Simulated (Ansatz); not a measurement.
**CH₄AlFGe: how energies converge with the basis set**

How large a basis does CH₄AlFGe need? Two functionals are run in growing sets.

The runs use Ansatz 0.2.0, Gaussian basis; one geometry, several basis sets.

The runs, in order: PBE0-D4/def2-SVP; ωB97M-V/def2-SVP; PBE0-D4/def2-QZVPP; ωB97M-V/def2-QZVPP; the functionals' def2-TZVPP values are taken from earlier runs.

**1. The relaxed structure**

All runs share one geometry, relaxed beforehand with PBE0-D4 in a triple-zeta def2 set.

SMILES `F[CH]1[AlH][GeH2]1`, 8 atoms, charge 0, spin multiplicity 1.

Atoms are counted from 1 here; the program's logs count them from 0.

Bond lengths: F1–C2 1.373 Å, C2–Al3 1.943 Å, C2–Ge4 2.045 Å, C2–H5 1.106 Å, Al3–Ge4 2.405 Å, Al3–H6 1.584 Å, Ge4–H7 1.544 Å, Ge4–H8 1.538 Å. Angles: F1–C2–Al3 134.6°, F1–C2–Ge4 126.0°, F1–C2–H5 109.3°, Al3–C2–Ge4 74.1°, Al3–C2–H5 105.7°, Ge4–C2–H5 99.1°, C2–Al3–Ge4 54.9°, C2–Al3–H6 146.3°, Ge4–Al3–H6 152.8°, C2–Ge4–Al3 51.0°, C2–Ge4–H7 113.7°, C2–Ge4–H8 115.6°, Al3–Ge4–H7 111.1°, Al3–Ge4–H8 139.3°, H7–Ge4–H8 109.2°.

**2. PBE0-D4 in def2-SVP**

The input, in.yaml:

```yaml
crystal:
  periodic: [false, false, false]
  atoms:
    - {symbol: F, position_ang: [-0.469198, 1.170417, -1.770798]}
    - {symbol: C, position_ang: [-0.555019, 0.562588, -0.542861]}
    - {symbol: Al, position_ang: [0.211696, 0.908861, 1.209068]}
    - {symbol: Ge, position_ang: [0.384719, -1.167474, 0.008629]}
    - {symbol: H, position_ang: [-1.602350, 0.260561, -0.357302]}
    - {symbol: H, position_ang: [0.755760, 2.003649, 2.216809]}
    - {symbol: H, position_ang: [1.788369, -1.336448, -0.611649]}
    - {symbol: H, position_ang: [-0.421777, -2.459253, -0.207695]}
basis:
  gaussian: {orbitals: def2-SVP}
hamiltonian: {xc: pbe0, dispersion: d4}
output: {orbitals: {seedname: orbitals}}
```

Launch:

```sh
> ansatz run in.yaml --threads 2 --pin off --events-out ev --progress --plain --max-ram 4352MiB
```

What it wrote:

```text
Functional definition: PBE0
  name "PBE0"
  cite "Adamo & Barone, J. Chem. Phys. 110, 6158 (1999) doi:10.1063/1.478522"
  cite "Perdew, Burke & Ernzerhof, Phys. Rev. Lett. 77, 3865 (1996) doi:10.1103/PhysRevLett.77.3865"
  parent pbe
  parameter a = 0.25
  parameter kappa = 0.804
  parameter beta = 0.06672455060314922
  exchange = (1 - a)*pbe_x(kappa = kappa, mu = beta*pi^2/3) + a*exact_x
  correlation = pbe_c(beta = beta)
954 factors; integrals over basis functions are off by at most 1.3e-3 eV
mean field evaluation 1: about -66902.2247 eV, gradient 3.7e1 eV
mean field evaluation 2: about -66897.8268 eV, gradient 5.3e1 eV
mean field evaluation 4: about -66905.5916 eV, gradient 1.7e0 eV
mean field evaluation 8: about -66905.6744 eV, gradient 8.3e-2 eV
mean field evaluation 16: about -66905.6745 eV, gradient 6.9e-5 eV
mean field -66905.67446872 eV, -2458.7381864305 hartree, gradient 1.9e-5 eV, S^2 0.000000; 0 other end points of the search recorded, 0 dependent functions left out
reference -66905.67449729 eV, -2458.7381874805 hartree; 32, 32 occupied and 66, 66 virtual orbitals, 954 factors
Total energy: -66905.80776886 eV, -2458.7430851201 hartree
```

Wall time 2.4 s (2 threads of Arm Neoverse V1, shared host).

**3. ωB97M-V in def2-SVP**

Edit in.yaml of step 2 so:

```diff
@@ -13,3 +13,3 @@
   gaussian: {orbitals: def2-SVP}
-hamiltonian: {xc: pbe0, dispersion: d4}
+hamiltonian: {xc: {name: wB97M-V}}
 output: {orbitals: {seedname: orbitals}}
```

Launched as before.

What it wrote, cut to the lines that bear on the results:

```text
Functional definition: wB97M-V
  name "wB97M-V"
  cite "Mardirossian & Head-Gordon, J. Chem. Phys. 144, 214110 (2016) doi:10.1063/1.4952647"
  cite "Becke, J. Chem. Phys. 107, 8554 (1997) doi:10.1063/1.475007"
  cite "Vydrov & Van Voorhis, J. Chem. Phys. 133, 244103 (2010) doi:10.1063/1.3521275"
  # Of w^i u^j: cxij and so on, Table III.
[...]
  gx(w, u) = 1 - cx + cx01*u + cx10*w
  gss(w, u) = css00 + css04*u^4 + css10*w + css20*w^2 + css43*w^4*u^3
  gos(w, u) = cos00 + cos10*w + (cos20 + cos21*u)*w^2 + (cos60 + cos61*u)*w^6
[...]
      + integral(e_c_pw_mod_opposite_spin*gos(b97_w_opposite, b97_u_opposite)) + vv10(b, c)
954 factors; integrals over basis functions are off by at most 1.3e-3 eV
275 factors; integrals over basis functions are off by at most 7.3e-6 eV
[...]
mean field -66914.73394489 eV, -2459.0711160390 hartree, gradient 6.0e-5 eV, S^2 0.000000; 0 other end points of the search recorded, 0 dependent functions left out
reference -66914.73399004 eV, -2459.0711176982 hartree; 32, 32 occupied and 66, 66 virtual orbitals, 954 factors
Total energy: -66914.73399004 eV, -2459.0711176982 hartree
```

Wall time 10 s (2 threads of Arm Neoverse V1, shared host); peak memory 0.29 GiB.

**4. PBE0-D4 in def2-QZVPP**

Edit in.yaml of step 3 so:

```diff
@@ -12,4 +12,4 @@
 basis:
-  gaussian: {orbitals: def2-SVP}
-hamiltonian: {xc: {name: wB97M-V}}
+  gaussian: {orbitals: "def2-QZVPP.json"}
+hamiltonian: {xc: pbe0, dispersion: d4}
 output: {orbitals: {seedname: orbitals}}
```

Same command.

What it wrote:

```text
Functional definition: PBE0
  name "PBE0"
  cite "Adamo & Barone, J. Chem. Phys. 110, 6158 (1999) doi:10.1063/1.478522"
  cite "Perdew, Burke & Ernzerhof, Phys. Rev. Lett. 77, 3865 (1996) doi:10.1103/PhysRevLett.77.3865"
  parent pbe
  parameter a = 0.25
  parameter kappa = 0.804
  parameter beta = 0.06672455060314922
  exchange = (1 - a)*pbe_x(kappa = kappa, mu = beta*pi^2/3) + a*exact_x
  correlation = pbe_c(beta = beta)
1567 factors; their error is unknown
mean field evaluation 1: about -66915.8230 eV, gradient 4.9e1 eV
mean field evaluation 2: about -66906.1643 eV, gradient 7.5e1 eV
mean field evaluation 4: about -66921.1726 eV, gradient 3.6e0 eV
mean field evaluation 8: about -66921.1852 eV, gradient 1.1e-1 eV
mean field evaluation 16: about -66921.3332 eV, gradient 1.5e-4 eV
mean field -66921.33317564 eV, -2459.3136332958 hartree, gradient 6.7e-5 eV, S^2 0.000000; 0 other end points of the search recorded, 0 dependent functions left out
reference -66921.33321924 eV, -2459.3136348981 hartree; 32, 32 occupied and 361, 361 virtual orbitals, 1567 factors
Total energy: -66921.46649080 eV, -2459.3185325378 hartree
```

Wall time 17 s (2 threads of Arm Neoverse V1, shared host); peak memory 1.2 GiB.

**5. ωB97M-V in def2-QZVPP**

Edit in.yaml of step 4 so:

```diff
@@ -13,3 +13,3 @@
   gaussian: {orbitals: "def2-QZVPP.json"}
-hamiltonian: {xc: pbe0, dispersion: d4}
+hamiltonian: {xc: {name: wB97M-V}}
 output: {orbitals: {seedname: orbitals}}
```

Launched as before.

What it wrote, cut to the lines that bear on the results:

```text
Functional definition: wB97M-V
  name "wB97M-V"
  cite "Mardirossian & Head-Gordon, J. Chem. Phys. 144, 214110 (2016) doi:10.1063/1.4952647"
  cite "Becke, J. Chem. Phys. 107, 8554 (1997) doi:10.1063/1.475007"
  cite "Vydrov & Van Voorhis, J. Chem. Phys. 133, 244103 (2010) doi:10.1063/1.3521275"
  # Of w^i u^j: cxij and so on, Table III.
[...]
  gx(w, u) = 1 - cx + cx01*u + cx10*w
  gss(w, u) = css00 + css04*u^4 + css10*w + css20*w^2 + css43*w^4*u^3
  gos(w, u) = cos00 + cos10*w + (cos20 + cos21*u)*w^2 + (cos60 + cos61*u)*w^6
[...]
      + integral(e_c_pw_mod_opposite_spin*gos(b97_w_opposite, b97_u_opposite)) + vv10(b, c)
1512 factors; their error is unknown
341 factors; integrals over basis functions are off by at most 1.3e-5 eV
[...]
mean field -66930.42824467 eV, -2459.6478709180 hartree, gradient 2.5e-5 eV, S^2 0.000000; 0 other end points of the search recorded, 0 dependent functions left out
reference -66930.42831492 eV, -2459.6478734997 hartree; 32, 32 occupied and 361, 361 virtual orbitals, 1512 factors
Total energy: -66930.42831492 eV, -2459.6478734997 hartree
```

Run time: 38 s. Hardware: 2 threads of Arm Neoverse V1, shared host; peak memory 1.4 GiB.

**6. Density functionals: the series**

The def2-TZVPP values come from earlier runs at the same geometry.

```tsv
functional	basis	functions	energy (eV)	from the largest (eV)	HOMO (eV)	LUMO (eV)
PBE0-D4	def2-SVP	98	-66905.8078	15.659	-6.54	-2.10
PBE0-D4	def2-TZVPP	208	-66919.8397	1.627	-6.59	-2.12
PBE0-D4	def2-QZVPP	393	-66921.4665	0.000	-6.60	-2.14
ωB97M-V	def2-SVP	98	-66914.7340	15.694	-8.45	-0.37
ωB97M-V	def2-TZVPP	208	-66928.8459	1.582	-8.53	-0.45
ωB97M-V	def2-QZVPP	393	-66930.4283	0.000	-8.55	-0.54
```

**7. What came out**

```
                                       quantity           value
PBE0-D4: double and triple zeta above quadruple  15.66, 1.63 eV
ωB97M-V: double and triple zeta above quadruple  15.69, 1.58 eV
```

What this shows: PBE0-D4 gains 14.03 eV from double to triple zeta, then 1.63 eV more. These are total energies; as a rule much of such shifts cancels in differences, which this series doesn't test.

For PBE0-D4 the largest set took about 7 times as long as the smallest (17 s against 2.4 s).
